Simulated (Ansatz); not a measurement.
**InSi₂H₇: basis-set convergence**

An exercise on one series of results from a longer session: the logs are not shown, and one member is left open.

The runs use Ansatz 0.2.0, Gaussian basis; one geometry, several basis sets.

The runs, in order: PBE0-D4/def2-SVP; ωB97M-V/def2-SVP; PBE0-D4/def2-QZVPP; ωB97M-V/def2-QZVPP; the functionals' def2-TZVPP values are taken from earlier runs.

### Structure used throughout

All runs share one geometry, relaxed beforehand with PBE0-D4 in a triple-zeta def2 set. In takes the def2 core potential; no spin-orbit term is included.

SMILES `[SiH3][SiH2][InH2]`, 10 atoms, charge 0, spin multiplicity 1.

Atoms are counted from 1 here; the program's logs count them from 0.

Bond lengths: Si1–Si2 2.339 Å, Si1–H4 1.488 Å, Si1–H5 1.489 Å, Si1–H6 1.489 Å, Si2–In3 2.571 Å, Si2–H7 1.491 Å, Si2–H8 1.492 Å, In3–H9 1.728 Å, In3–H10 1.728 Å. Angles: Si2–Si1–H4 112.1°, Si2–Si1–H5 109.8°, Si2–Si1–H6 109.9°, H4–Si1–H5 108.5°, H4–Si1–H6 108.5°, H5–Si1–H6 108.0°, Si1–Si2–In3 110.2°, Si1–Si2–H7 108.2°, Si1–Si2–H8 107.8°, In3–Si2–H7 111.8°, In3–Si2–H8 111.1°, H7–Si2–H8 107.6°, Si2–In3–H9 121.0°, Si2–In3–H10 120.2°, H9–In3–H10 118.8°.

The first run:

File in.yaml:

```yaml
crystal:
  periodic: [false, false, false]
  atoms:
    - {symbol: Si, position_ang: [-1.450944, 0.732259, -0.821554]}
    - {symbol: Si, position_ang: [0.023051, -0.982688, -0.222448]}
    - {symbol: In, position_ang: [1.884772, -0.062652, 1.293106]}
    - {symbol: H, position_ang: [-2.541053, 0.248652, -1.711493]}
    - {symbol: H, position_ang: [-0.707741, 1.812139, -1.527488]}
    - {symbol: H, position_ang: [-2.065690, 1.320537, 0.400466]}
    - {symbol: H, position_ang: [-0.761329, -2.056895, 0.451787]}
    - {symbol: H, position_ang: [0.588689, -1.557908, -1.477336]}
    - {symbol: H, position_ang: [1.761404, -0.160929, 3.013879]}
    - {symbol: H, position_ang: [3.268842, 0.707495, 0.601081]}
basis:
  gaussian: {orbitals: def2-SVP}
hamiltonian: {xc: pbe0, dispersion: d4}
output: {orbitals: {seedname: orbitals}}
```

Launch:

```
$ ansatz run in.yaml --threads 2 --pin off --events-out ev --progress --plain --max-ram 4352MiB
```

Steps of the session up to this table: PBE0-D4 in def2-SVP; ωB97M-V in def2-SVP; PBE0-D4 in def2-QZVPP; ωB97M-V in def2-QZVPP.

One table of the session follows, with a row left open; its other results are not shown here.

It belongs to the step «Density functionals: the series». 

```
functional       basis  HOMO (eV)  LUMO (eV)
   PBE0-D4    def2-SVP      -7.28      -2.18
   PBE0-D4  def2-TZVPP      -7.25      -2.21
   PBE0-D4  def2-QZVPP      -7.26      -2.22
   ωB97M-V    def2-SVP      -9.18      -0.59
   ωB97M-V  def2-TZVPP          ?          ?
   ωB97M-V  def2-QZVPP      -9.20      -0.71
```

Estimate the missing values for ωB97M-V, def2-TZVPP.

As computed: HOMO (eV): -9.19; LUMO (eV): -0.69. In the column «HOMO (eV)» it lies between ωB97M-V, def2-QZVPP (-9.20) and ωB97M-V, def2-SVP (-9.18).
